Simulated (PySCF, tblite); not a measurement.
# C₅H₁₃FSi₂: geometry, infrared bands and NMR shifts

What infrared bands and NMR shifts should C₅H₁₃FSi₂ (`F[C@H]1C[C@H](C([SiH3])[SiH3])C1`) show?

Programs: tblite 0.8.0 and PySCF 2.14.0, with density-fitted response routines of our own. Each step states its level of theory. These are calculated values for one molecule in the gas phase, unless marked as measured. Atoms are numbered from 0 throughout.

**1. Starting geometry**

21 atoms, charge 0, multiplicity 1; geometry from: force field or distance geometry start.

Bonds of the start (Å): F0–C1 1.35, C1–C2 1.55, C2–C3 1.54, C3–C4 1.53, C4–Si5 1.88, C4–Si6 1.88, C3–C7 1.55, C7–C1 1.56, C1–H8 1.08, C2–H9 1.10, C2–H10 1.10, C3–H11 1.11, C4–H12 1.09, Si5–H13 1.48, Si5–H14 1.48, Si5–H15 1.50, Si6–H16 1.49, Si6–H17 1.49, Si6–H18 1.48, C7–H19 1.10, C7–H20 1.09.

**2. Relaxing the molecule with GFN2-xTB**

The job: settings as JSON, then the geometry in Å.

```
{"job": {"kind": "relax", "xc": "GFN2-xTB", "basis": "xTB"}, "charge": 0, "multiplicity": 1}
F     -3.225800     0.219700     1.294800
C     -2.622200    -0.152400     0.141900
C     -1.560600     0.836400    -0.390200
C     -0.502500     0.083500     0.435900
C      0.897200    -0.066300    -0.164100
Si     1.886500     1.534000    -0.236700
Si     2.056500    -1.213600     0.763400
C     -1.444600    -1.149600     0.336400
H     -3.344300    -0.477000    -0.597900
H     -1.734100     1.883400    -0.109000
H     -1.436200     0.777600    -1.481500
H     -0.468700     0.451500     1.480900
H      0.801500    -0.441800    -1.186600
H      1.127200     2.534800    -1.018500
H      3.190500     1.348200    -0.918500
H      2.102800     2.089200     1.139100
H      2.275600    -0.739900     2.160400
H      1.425900    -2.565100     0.838400
H      3.355000    -1.368100     0.071900
H     -1.274700    -1.788200    -0.538700
H     -1.514000    -1.779700     1.226700
```

Command:

```
$ OMP_NUM_THREADS=1 python probes_run.py task.json out
```

The driver reads the jobs from task.json and runs them one after another.

**Question.** This job is followed by: GFN2-xTB harmonic vibrations, gas phase; GIAO PBE0/pcSseg-1 NMR shielding, non-relativistic, gas phase. What will the session give for the following? strongest single infrared mode (GFN2-xTB); zero-point energy (GFN2-xTB); 13C shifts against TMS (PBE0/pcSseg-1, means over atoms taken as alike); 1H shifts against TMS (PBE0/pcSseg-1, means over atoms taken as alike); 19F shifts against CFCl3 (PBE0/pcSseg-1); 29Si shifts against TMS (PBE0/pcSseg-1, means over atoms taken as alike).

As calculated:

| quantity | value |
| --- | --- |
| strongest single infrared mode (GFN2-xTB) | 2274 cm⁻¹, 763 km/mol |
| zero-point energy (GFN2-xTB) | 98.5 kcal/mol |
| 13C shifts against TMS (PBE0/pcSseg-1, means over atoms taken as alike) | 88.4, 41.6, 31.6, 14.8 ppm |
| 1H shifts against TMS (PBE0/pcSseg-1, means over atoms taken as alike) | 5.19, 3.84, 2.69, 2.44, 2.00, 0.12 ppm |
| 19F shifts against CFCl3 (PBE0/pcSseg-1) | -201.4 ppm |
| 29Si shifts against TMS (PBE0/pcSseg-1, means over atoms taken as alike) | -72.8 ppm |

In words: Relaxing lowered the energy by 0.338 eV in 74 steps; the close pair that moved most is Si5–H15, from 1.499 to 1.463 Å. All 57 modes are real, so the xTB geometry is a minimum. The strongest single mode, at 2274 cm⁻¹, moves mainly H18 and H14. Unscaled tight-binding wavenumbers are off by several per cent, some by more. Its intensities can rank the bands wrongly. The most deshielded hydrogen is H8 (hydrogen on an sp3 CH bonded to F), at 5.19 ppm: its carbon carries F, which withdraws density. At PBE0/pcSseg-1: The widest tensor belongs to C1: span 94 ppm, with a paramagnetic part of -152 ppm.
